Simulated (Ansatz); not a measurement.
**CH2AlCl2F: geometry optimisation from a Python script**

What geometry does CH2AlCl2F take? The task is a geometry optimisation, for CH2AlCl2F.

All numbers are computed with Ansatz 0.2.0 through its Python package. Level of theory: PBE0/cc-pVDZ.

**1. Starting point**

Bond lengths: F1–C2 1.375 Å, C2–Al3 1.960 Å, C2–Cl4 1.778 Å, C2–Cl5 1.776 Å, Al3–H6 1.619 Å, Al3–H7 1.636 Å. Angles: F1–C2–Al3 107.4°, F1–C2–Cl4 110.7°, F1–C2–Cl5 112.6°, Al3–C2–Cl4 107.2°, Al3–C2–Cl5 109.3°, Cl4–C2–Cl5 109.3°, C2–Al3–H6 121.0°, C2–Al3–H7 121.6°, H6–Al3–H7 117.4°.

The script holds or builds the structure itself.

**2. The code**

Contents of run_opt.py:

```python
"""Minimum-energy structure of CH2AlCl2F."""

import itertools

import ansatz as az
from ase import Atoms
from ase.data import atomic_numbers, covalent_radii
import numpy as np

BASIS_SET = "cc-pVDZ"
XC = "pbe0"


def main() -> None:
    atoms = Atoms(["F", "C", "Al", "Cl", "Cl", "H", "H"], positions=[
        [-1.6277, -0.6857, 0.6088],
        [-0.7986, -0.0855, -0.3096],
        [0.9802, 0.0456, 0.5024],
        [-0.6389, -1.0922, -1.766],
        [-1.3537, 1.5368, -0.7741],
        [1.2237, 0.9252, 1.84],
        [2.2764, -0.7122, -0.1472],
    ])
    molecule = az.Crystal.molecule_from_ase(atoms)

    calculation = (
        molecule.calculation()
        .basis(gaussian=BASIS_SET)
        .functional(XC)
    )
    symbols = [site.symbol for site in molecule.cartesian_sites]
    start = np.array([site.position_ang for site in molecule.cartesian_sites], dtype=float)
    def progress(event):
        if event["event"] == "relax_step":
            row = event["data"]
            print(f"step {row['step']:3d}  E = {row['lagrangian_ev']:.6f} eV  largest force component {row['allowed_force_max_ev_ang']:.4f} eV/A")


    r = calculation.relax(force_tolerance=0.01).session().plan().execute(on_event=progress).report
    end = np.array(r["positions_ang"])

    for key in ("converged", "free_energy_ev", "reference_energy_ev", "n_frozen", "n_occupied", "n_virtual"):
        print(f"{key:22s} {r[key]}")

    # pairs closer than 1.2 times the sum of covalent radii, before or after
    radius = [covalent_radii[atomic_numbers[s]] for s in symbols]
    span = lambda where, i, j: np.linalg.norm(where[i] - where[j])
    bonded = [(i, j) for i, j in itertools.combinations(range(len(symbols)), 2) if min(span(start, i, j), span(end, i, j)) < 1.2 * (radius[i] + radius[j])]
    print("pair        before    after (A)")
    for i, j in bonded:
        print(f"{symbols[i]}{i}-{symbols[j]}{j}".ljust(10), f"{span(start, i, j):8.4f} {span(end, i, j):8.4f}")
    for first, second in list(itertools.combinations(bonded, 2)):
        shared = set(first) & set(second)
        if shared and symbols[(j := shared.pop())] != "H":
            i, k = sorted((set(first) | set(second)) - {j})
            u, v = end[i] - end[j], end[k] - end[j]
            angle = np.degrees(np.arccos(np.clip(u @ v / np.linalg.norm(u) / np.linalg.norm(v), -1, 1)))
            print(f"final angle {symbols[i]}{i}-{symbols[j]}{j}-{symbols[k]}{k}: {angle:.2f} deg")

    charges = r["charge_distribution"]
    print("dipole moment", round(4.803205 * float(np.linalg.norm(charges["dipole_moment_e_ang"])), 3), "D")
    print("Mulliken:", [(s, round(q, 3)) for s, q in zip(symbols, charges["mulliken_charges_e"])])


if __name__ == "__main__":
    main()
```

**3. Running it**

Run with:

```
> python run_opt.py
```

Q: Predict the main results. Wanted: total energy; dipole moment; moves of the relaxation; energy gained; last largest force component.

The runs gave:

| quantity | value |
| --- | --- |
| total energy | -35413.2330 eV |
| dipole moment | 3.20 D |
| moves of the relaxation | 19 |
| energy gained | 0.423 eV |
| last largest force component | 0.0034 eV/Å |

In words: After 19 moves the largest shift is 1.081 Å, of atom 5 (Cl). So large a move can change the bonding: the results belong to the relaxed structure. The end point is the stationary point reached from this start; no frequency run checks that it is a minimum, and the basis set is modest. The bonding changed during the relaxation, so the end is another isomer than the start names.
